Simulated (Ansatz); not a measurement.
# C6H3Ga: a ladder of functionals and wavefunction methods

The task here is to estimate one member of a computed series from the others.

Method: functionals in def2-TZVPP, the program's frozen cores in correlated methods; program: Ansatz 0.2.0, Gaussian basis.

The runs, in order: LDA (SPW92), PBE-D4, revPBE-D4, BLYP-D4, r2SCAN-D4, B97M-V, PBE0-D4, B3LYP-D4, r2SCANh-D4, r2SCAN0-D4, HSE06-D4, BHLYP-D4, CAM-B3LYP-D4, LC-ωPBE, ωB97X-V, ωB97M-V, B2PLYP, PBE-QIDH; CCSD(T)/def2-SVP; CCSD(T)/def2-TZVPP; MP2/def2-QZVPP; extrapolation to the limit; RPA on PBE.

## The geometry

All runs share one geometry, relaxed beforehand with PBE0-D4 in a triple-zeta def2 set.

SMILES `C#[C][Ga]([C]#C)[C]#C`, 10 atoms, charge 0, spin multiplicity 1.

Atoms are counted from 1 here; the program's logs count them from 0.

Bond lengths: C1–C2 1.208 Å, C1–H8 1.066 Å, C2–Ga3 1.900 Å, Ga3–C4 1.900 Å, Ga3–C6 1.900 Å, C4–C5 1.208 Å, C5–H9 1.066 Å, C6–C7 1.208 Å, C7–H10 1.066 Å. Angles: C2–C1–H8 180.0°, C1–C2–Ga3 179.9°, C2–Ga3–C4 120.0°, C2–Ga3–C6 120.1°, C4–Ga3–C6 120.0°, Ga3–C4–C5 180.0°, C4–C5–H9 180.0°, Ga3–C6–C7 179.9°, C6–C7–H10 180.0°.

Set-up of the first run:

Input file in.yaml:

```yaml
crystal:
  periodic: [false, false, false]
  atoms:
    - {symbol: C, position_ang: [1.350640, -2.731834, 0.613950]}
    - {symbol: C, position_ang: [0.827153, -1.670184, 0.374480]}
    - {symbol: Ga, position_ang: [0.001355, -0.000763, -0.000973]}
    - {symbol: C, position_ang: [-1.751681, 0.356383, 0.638754]}
    - {symbol: C, position_ang: [-2.865764, 0.583925, 1.045593]}
    - {symbol: C, position_ang: [0.927160, 1.312249, -1.015257]}
    - {symbol: C, position_ang: [1.514557, 2.148219, -1.659154]}
    - {symbol: H, position_ang: [1.812871, -3.669333, 0.825455]}
    - {symbol: H, position_ang: [-3.849538, 0.784880, 1.404882]}
    - {symbol: H, position_ang: [2.033239, 2.886457, -2.227721]}
basis:
  gaussian: {orbitals: def2-TZVPP}
hamiltonian: {xc: lda}
output: {orbitals: {seedname: orbitals}}
```

Launch:

```
$ ansatz run in.yaml --threads 4 --pin off --events-out ev --progress --plain --max-ram 10444MiB
```

Among the steps run: LDA; PBE-D4 (GGA); revPBE-D4 (GGA); BLYP-D4 (GGA); r2SCAN-D4 (meta-GGA); B97M-V (meta-GGA); PBE0-D4 (hybrid); B3LYP-D4 (hybrid); r2SCANh-D4 (hybrid); r2SCAN0-D4 (hybrid); HSE06-D4 (hybrid); BHLYP-D4 (hybrid); CAM-B3LYP-D4 (range-separated); LC-ωPBE (range-separated); ωB97X-V (range-separated); ωB97M-V (range-separated); B2PLYP (double hybrid); PBE-QIDH (double hybrid).

One table of the session follows, with a row left open; its other results are not shown here.

It belongs to the step «Frontier levels by functional». 

| functional | HOMO (eV) | LUMO (eV) | gap (eV) |
| --- | --- | --- | --- |
| LDA (SPW92) | -7.21 | -3.31 | 3.90 |
| PBE-D4 | -6.99 | -3.01 | 3.98 |
| revPBE-D4 | -6.92 | -2.89 | 4.03 |
| BLYP-D4 | -6.81 | -2.90 | 3.91 |
| r2SCAN-D4 | -7.22 | -2.83 | 4.39 |
| B97M-V | -7.17 | -2.86 | 4.31 |
| PBE0-D4 | -8.20 | -2.23 | 5.98 |
| B3LYP-D4 | -7.94 | -2.45 | 5.49 |
| r2SCANh-D4 | -7.68 | -2.55 | 5.13 |
| r2SCAN0-D4 | ? | ? | ? |
| HSE06-D4 | -7.80 | -2.59 | 5.21 |
| BHLYP-D4 | -9.22 | -1.39 | 7.83 |
| CAM-B3LYP-D4 | -9.56 | -1.30 | 8.26 |
| LC-ωPBE | -11.05 | -0.18 | 10.87 |
| ωB97X-V | -10.59 | -0.28 | 10.32 |
| ωB97M-V | -10.48 | -0.42 | 10.06 |

Estimate the missing values for r2SCAN0-D4.

Worked estimate for «HOMO (eV)». Against the share of exact exchange, r2SCAN-D4 (0, -7.22), r2SCANh-D4 (0.1, -7.68) give a slope of -4.60 per unit share; at 0.25 the line stands at -8.37.

The run gave: HOMO (eV): -8.36; LUMO (eV): -2.13; gap (eV): 6.23. In «HOMO (eV)» the line misses by -0.01.
